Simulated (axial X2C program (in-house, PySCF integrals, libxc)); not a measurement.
# AsP⁻: properties at the nuclei

Aim: properties at the nuclei of AsP⁻, with spin–orbit coupling in the Hamiltonian from the start.

Computed with an in-house X2C program for linear molecules on PySCF integrals. Level: two-component X2C with atomic mean-field terms, As dyall-acv3z, P dyall-av3z.

All values are calculated.

### Step 1. The job

Input file task.json:

```json
{"zs": [33, 15], "q": -1, "bas": ["dyall-acv3z", "dyall-av3z"], "r0": 2.16, "levels": ["PBE0", "HF", "B3LYP", "PBE", "BHandHLYP"], "nst": 3}
```

Keys: zs atomic numbers; q charge; bas basis sets; r0 starting distance in Å; levels methods (HF also brings MP2); nst determinants followed.

Started as:

```
python soeom.py task.json out
```

The runs that follow: Expectation values, lowest determinant; Expectation values, a higher determinant; Expectation values, a higher determinant.

**Question.** What will these runs give? Wanted: lowest determinant; Eeff magnitude; Ws magnitude As; A∥/gI As; qzz As; higher determinant (for each run or level that gives them).

The runs gave:

```
                                        quantity                                                  value
                              lowest determinant                Ω = 1/2 (excess of +ω over −ω: ω = 1/2)
                    Eeff magnitude (GV/cm), PBE0                                                 0.0248
                     Ws magnitude As (kHz), PBE0                                                 0.0611
                            A∥/gI As (MHz), PBE0                                                    918
                             qzz As (a.u.), PBE0                                                  -1.55
                              higher determinant                Ω = 3/2 (excess of +ω over −ω: ω = 3/2)
Eeff magnitude (GV/cm), PBE0, higher determinant                                                   0.11
 Ws magnitude As (kHz), PBE0, higher determinant                                                 0.0427
        A∥/gI As (MHz), PBE0, higher determinant                                                    146
         qzz As (a.u.), PBE0, higher determinant                                                  -1.64
                              higher determinant  Ω = 5/2 (excess of +ω over −ω: ω = -1/2, 2 × ω = 3/2)
Eeff magnitude (GV/cm), PBE0, higher determinant                                                  0.185
 Ws magnitude As (kHz), PBE0, higher determinant                                                 0.0391
        A∥/gI As (MHz), PBE0, higher determinant                                                  -6.89
         qzz As (a.u.), PBE0, higher determinant                                                  -1.14
```

**Reading.** In the first state, the effective field runs from 0.000534 to 0.238 GV/cm over the mean-field levels, so the levels don't agree on it. The expectation values come from single determinants, which for open shells can mix terms of unlike spin or miss the lowest Ω, so a determinant need not be a state. Eeff is the effective electric field on the electron dipole moment in this Ω state and Ws the scalar–pseudoscalar constant (defined with the proton number Z and per Ω); A∥ is the parallel hyperfine constant, which follows by multiplying with the nuclear g factor gI = μI/(I μN); qzz is the electric field gradient, eQq0 = 234.96 MHz × Q/barn × qzz. The operators were transformed with the bare-nucleus X2C matrices. A second determinant lies within 0.1 eV of the first, so their order is not settled at this level.
